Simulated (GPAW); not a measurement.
# GaGe3 (Fm-3m) in GPAW: notebook, part 2 of 2

GPAW 26.7.0. Earlier steps stand in the parts before.

## 5. Single point, TB-mBJ

run.py

```python
from ase import Atoms
from ase.dft.bandgap import bandgap
from ase.io import write
from gpaw import GPAW, PW

atoms = Atoms(['Ge', 'Ge', 'Ge', 'Ga'],
              cell=[[0.0, 3.387167, 3.387167],
                    [3.387167, 0.0, 3.387167],
                    [3.387167, 3.387167, 0.0]],
              scaled_positions=[[0.5, 0.5, 0.5],
                                [0.75, 0.75, 0.75],
                                [0.25, 0.25, 0.25],
                                [0.0, 0.0, 0.0]],
              pbc=True)

calc = GPAW(mode=PW(600),
            xc='TB09',
            kpts={'size': (8, 8, 8), 'gamma': True},
            occupations={'name': 'fermi-dirac', 'width': 0.05},
            nbands=18,
            convergence={'density': 1e-05, 'energy': 1e-05},
            eigensolver='cg',
            maxiter=150,
            txt='gpaw.txt')
atoms.calc = calc
energy = atoms.get_potential_energy()
calc.write('gs.gpw')
write('result.traj', atoms)
print('Fermi level:', round(calc.get_fermi_level(), 4), 'eV')
print(f'Gap: {bandgap(calc)[0]:.4f} eV, direct: {bandgap(calc, direct=True)[0]:.4f} eV')
```

Potentials or basis: GPAW PAW data sets for LDA (gpaw-data 1.2.1), pw.

Run with:

```bash
> OMP_NUM_THREADS=1 python run.py
```

gpaw.txt:

```text
___ ___ ___ _ _ _
 |   |   |_  | | | |
 | | | | | . | | | |
 |__ |  _|___|_____|  26.7.0
 |___|_|

Input parameters:
  convergence: {density: 1e-05,
                energy: 1e-05}
  eigensolver: cg
  kpts: {gamma: True,
         size: (8, 8, 8)}
  maxiter: 150
  mode: {ecut: 600.0,
         name: pw}
  nbands: 18
  occupations: {name: fermi-dirac,
                width: 0.05}
  xc: TB09

System changes: positions, numbers, cell, pbc, initial_charges, initial_magmoms

Initialize ...

species:
  Ge:
    name:    Germanium
    Z:       32.0
    valence: 4
    core:    28
    charge:  0.0  # [|e|]
    compensation charges:
      type: gauss
      rc: 0.32  # [Å]
      lmax: 2
    cutoffs:
      filter: 1.77  # [Å]
      core: 3.42  # [Å]
    projectors
    | kind |    occ | energy [eV] | rcut [Å] |
    |------|--------|-------------|----------|
    |   4s |  2.000 |     -11.940 |    1.005 |
    |   4p |  2.000 |      -4.047 |    1.005 |
    |    s |        |      15.272 |    1.005 |
    |    p |        |      23.164 |    1.005 |
    |    d |        |       0.000 |    1.005 |

    Using partial waves for Ge as LCAO basis

  Ga:
    name:    Gallium
    Z:       31.0
    valence: 3
    core:    28
    charge:  0.0  # [|e|]
    compensation charges:
      type: gauss
      rc: 0.37  # [Å]
      lmax: 2
    cutoffs:
      filter: 2.06  # [Å]
      core: 4.17  # [Å]
    projectors
    | kind |    occ | energy [eV] | rcut [Å] |
    |------|--------|-------------|----------|
    |   4s |  2.000 |      -9.167 |    1.164 |
    |   4p |  1.000 |      -2.734 |    1.164 |
    |    s |        |      18.045 |    1.164 |
    |    p |        |      24.478 |    1.164 |
    |    d |        |       0.000 |    1.164 |

    Using partial waves for Ga as LCAO basis

Reference energy: -223861.509246  # eV

Spin-paired calculation

Convergence criteria:
 Maximum [total energy] change in last 3 cyles: 1e-05 eV / valence electron
 Maximum integral of absolute [dens]ity change: 1e-05 electrons / valence electron
 Maximum integral of absolute [eigenst]ate change: 4e-08 eV^2 / valence electron
 Maximum number of scf [iter]ations: 150
 (Square brackets indicate name in SCF output, whereas a 'c' in
 the SCF output indicates the quantity has converged.)

Symmetries present (total): 48

  ( 1  0  0)  ( 1  0  0)  ( 1  0  0)  ( 1  0  0)  ( 1  0 -1)  ( 1  0 -1)
  ( 1  0 -1)  ( 1 -1  0)  ( 0  1  0)  ( 0  0  1)  ( 1  0  0)  ( 1 -1  0)
  ( 1 -1  0)  ( 1  0 -1)  ( 0  0  1)  ( 0  1  0)  ( 1 -1  0)  ( 1  0  0)

  ( 1  0 -1)  ( 1  0 -1)  ( 1 -1  0)  ( 1 -1  0)  ( 1 -1  0)  ( 1 -1  0)
  ( 0  1 -1)  ( 0  0 -1)  ( 1  0  0)  ( 1  0 -1)  ( 0 -1  1)  ( 0 -1  0)
  ( 0  0 -1)  ( 0  1 -1)  ( 1  0 -1)  ( 1  0  0)  ( 0 -1  0)  ( 0 -1  1)

  ( 0  1  0)  ( 0  1  0)  ( 0  1  0)  ( 0  1  0)  ( 0  1 -1)  ( 0  1 -1)
  ( 1  0  0)  ( 0  1 -1)  ( 0  0  1)  (-1  1  0)  ( 1  0 -1)  ( 0  1  0)
  ( 0  0  1)  (-1  1  0)  ( 1  0  0)  ( 0  1 -1)  ( 0  0 -1)  (-1  1  0)

  ( 0  1 -1)  ( 0  1 -1)  ( 0  0  1)  ( 0  0  1)  ( 0  0  1)  ( 0  0  1)
  ( 0  0 -1)  (-1  1  0)  ( 1  0  0)  ( 0  1  0)  ( 0 -1  1)  (-1  0  1)
  ( 1  0 -1)  ( 0  1  0)  ( 0  1  0)  ( 1  0  0)  (-1  0  1)  ( 0 -1  1)

  ( 0  0 -1)  ( 0  0 -1)  ( 0  0 -1)  ( 0  0 -1)  ( 0 -1  1)  ( 0 -1  1)
  ( 1  0 -1)  ( 0  1 -1)  ( 0 -1  0)  (-1  0  0)  ( 1 -1  0)  ( 0  0  1)
  ( 0  1 -1)  ( 1  0 -1)  (-1  0  0)  ( 0 -1  0)  ( 0 -1  0)  (-1  0  1)

  ( 0 -1  1)  ( 0 -1  1)  ( 0 -1  0)  ( 0 -1  0)  ( 0 -1  0)  ( 0 -1  0)
  ( 0 -1  0)  (-1  0  1)  ( 1 -1  0)  ( 0  0 -1)  ( 0 -1  1)  (-1  0  0)
  ( 1 -1  0)  ( 0  0  1)  ( 0 -1  1)  (-1  0  0)  ( 1 -1  0)  ( 0  0 -1)

  (-1  1  0)  (-1  1  0)  (-1  1  0)  (-1  1  0)  (-1  0  1)  (-1  0  1)
  ( 0  1  0)  ( 0  1 -1)  (-1  0  1)  (-1  0  0)  ( 0  0  1)  ( 0 -1  1)
  ( 0  1 -1)  ( 0  1  0)  (-1  0  0)  (-1  0  1)  ( 0 -1  1)  ( 0  0  1)

  (-1  0  1)  (-1  0  1)  (-1  0  0)  (-1  0  0)  (-1  0  0)  (-1  0  0)
  (-1  1  0)  (-1  0  0)  ( 0  0 -1)  ( 0 -1  0)  (-1  1  0)  (-1  0  1)
  (-1  0  0)  (-1  1  0)  ( 0 -1  0)  ( 0  0 -1)  (-1  0  1)  (-1  1  0)

512 k-points: 8 x 8 x 8 Monkhorst-Pack grid + [1/16,1/16,1/16]
29 k-points in the irreducible part of the Brillouin zone
       k-points in crystal coordinates                weights
   0:     0.00000000    0.00000000    0.00000000          1/512
   1:     0.12500000    0.12500000    0.00000000          6/512
   2:     0.12500000    0.12500000    0.12500000          8/512
   3:     0.25000000    0.12500000    0.12500000         12/512
   4:     0.25000000    0.25000000    0.00000000          6/512
   5:     0.25000000    0.25000000    0.12500000         24/512
   6:     0.25000000    0.25000000    0.25000000          8/512
   7:     0.37500000    0.25000000   -0.37500000         24/512
   8:     0.37500000    0.25000000    0.12500000         24/512
   9:     0.37500000    0.25000000    0.25000000         24/512
          ...
  28:     0.50000000    0.50000000    0.50000000          4/512

Wave functions: Plane wave expansion
  Cutoff energy: 600.000 eV
  Number of coefficients (min, max): 2576, 2637
  Pulay-stress correction: 0.000000 eV/Ang^3 (de/decut=0.000000)
  Using FFTW library
  ScaLapack parameters: grid=1x1, blocksize=None
  Wavefunction extrapolation:
    Improved wavefunction reuse through dual PAW basis

Occupation numbers: Fermi-Dirac:
  width: 0.0500  # eV

Eigensolver
   CG(niter=4, rtol=3.0e-01)

Densities:
  Coarse grid: 28*28*28 grid
  Fine grid: 56*56*56 grid
  Total Charge: 0.000000

Density mixing:
  Method: separate
  Backend: msr1
  Linear mixing parameter: 0.05
  old densities: 10
  Width of damping distribution: 1.1
  Damping of long wavelength oscillations: 20

Hamiltonian:
  XC and Coulomb potentials evaluated on a 56*56*56 grid
  Using the TB09 Exchange-Correlation functional
  External potential:
    NoExternalPotential

XC parameters: TB09 with 2 nearest neighbor stencil

Number of atoms: 4
Number of atomic orbitals: 16
Number of bands in calculation: 18
Number of valence electrons: 15
Bands to converge: occupied

... initialized

Initializing position-dependent things.

Density initialized from atomic densities
Creating initial wave functions:
  16 bands from LCAO basis set
  2 bands from random numbers

                       Ge

                  Ge

            Ge

       Ga

Atomic positions and initial magnetic moments

Positions:
   0 Ge     3.387167    3.387167    3.387167    ( 0.0000,  0.0000,  0.0000)
   1 Ge     5.080750    5.080750    5.080750    ( 0.0000,  0.0000,  0.0000)
   2 Ge     1.693583    1.693583    1.693583    ( 0.0000,  0.0000,  0.0000)
   3 Ga     0.000000    0.000000    0.000000    ( 0.0000,  0.0000,  0.0000)

Unit cell:
           periodic     x           y           z      points  spacing
  1. axis:    yes    0.000000    3.387167    3.387167    28     0.1397
  2. axis:    yes    3.387167    0.000000    3.387167    28     0.1397
  3. axis:    yes    3.387167    3.387167    0.000000    28     0.1397

  Lengths:   4.790178   4.790178   4.790178
  Angles:   60.000000  60.000000  60.000000

Effective grid spacing dv^(1/3) = 0.1524

iter:   1  8219.032473
iter:   2  8220.876937   +0.82  -0.79
iter:   3  8221.117711   -0.54  -1.19
iter:   4  8221.861298   -1.78  -1.20
iter:   5  8222.674307   -2.14  -1.32
iter:   6  8222.746632   -2.99  -1.56
iter:   7  8222.484042   -3.03  -1.64
iter:   8  8222.334664   -3.30  -1.82
iter:   9  8222.293667   -3.98  -1.93
iter:  10  8222.101239   -3.45  -1.97
iter:  11  8222.129493   -3.66  -2.42
iter:  12  8222.001239   -4.19  -2.43
iter:  13  8221.950338   -4.18  -3.14
iter:  14  8221.935355   -4.68  -3.54
iter:  15  8221.928553   -5.68  -3.87
iter:  16  8221.919263   -5.49  -4.18
iter:  17  8221.935220   -5.80  -4.10
iter:  18  8221.938900   -6.58  -4.19
iter:  19  8221.938959   -7.36  -4.79
iter:  20  8221.938745   -8.17c -4.85
iter:  21  8221.939102   -8.65c -5.19c
iter:  22  8221.939098   -9.00c -5.63c
iter:  23  8221.939117c  -9.00c -5.69c

Converged after 23 iterations.

Dipole moment: (-0.000000, 0.000000, 0.000000) |e|*Ang

Energy contributions relative to reference atoms: (reference = -223861.509246)

Kinetic:         +3.965373
Potential:       -3.110251
External:        +0.000000
XC:            +8221.132763
Entropy (-ST):   -0.027343
Local:           -0.035096
SIC:             +0.000000
--------------------------
Free energy:   +8221.925446
Extrapolated:  +8221.939117

Showing only first 2 kpts
 Kpt  Band  Eigenvalues  Occupancy
  0     5      5.49001    2.00000
  0     6      5.80875    2.00000
  0     7      5.80875    2.00000
  0     8      5.80875    2.00000

  1     5      4.66524    2.00000
  1     6      6.24351    2.00000
  1     7      6.52921    2.00000
  1     8      7.09042    1.98150

Fermi level: 7.32412

No gap
No difference between direct/indirect transitions
Writing to gs.gpw (mode='')
```

It took 77 s on 1 thread of Arm Neoverse V1, shared host; peak memory 0.28 GiB.

Results:

- Band gap on the k mesh: none (metal or under the smearing width)

Levels at points of the mesh, in eV from the Fermi level:
| k point | band 5 | band 6 | band 7 | band 8 | band 9 | band 10 | band 11 | band 12 |
| --- | --- | --- | --- | --- | --- | --- | --- | --- |
| (0.00, 0.00, 0.00) | -1.83 | -1.83 | -1.52 | -1.52 | -1.52 | -1.22 | 0.09 | 0.09 |
| (0.50, 0.50, 0.00) | -5.01 | -5.01 | 2.75 | 2.75 | 2.75 | 3.25 | 3.51 | 3.51 |
| (0.50, 0.50, 0.50) | -2.83 | -2.83 | -2.23 | -2.23 | 1.62 | 1.63 | 3.76 | 3.76 |

Caveat: a model potential gives levels but no total energy.
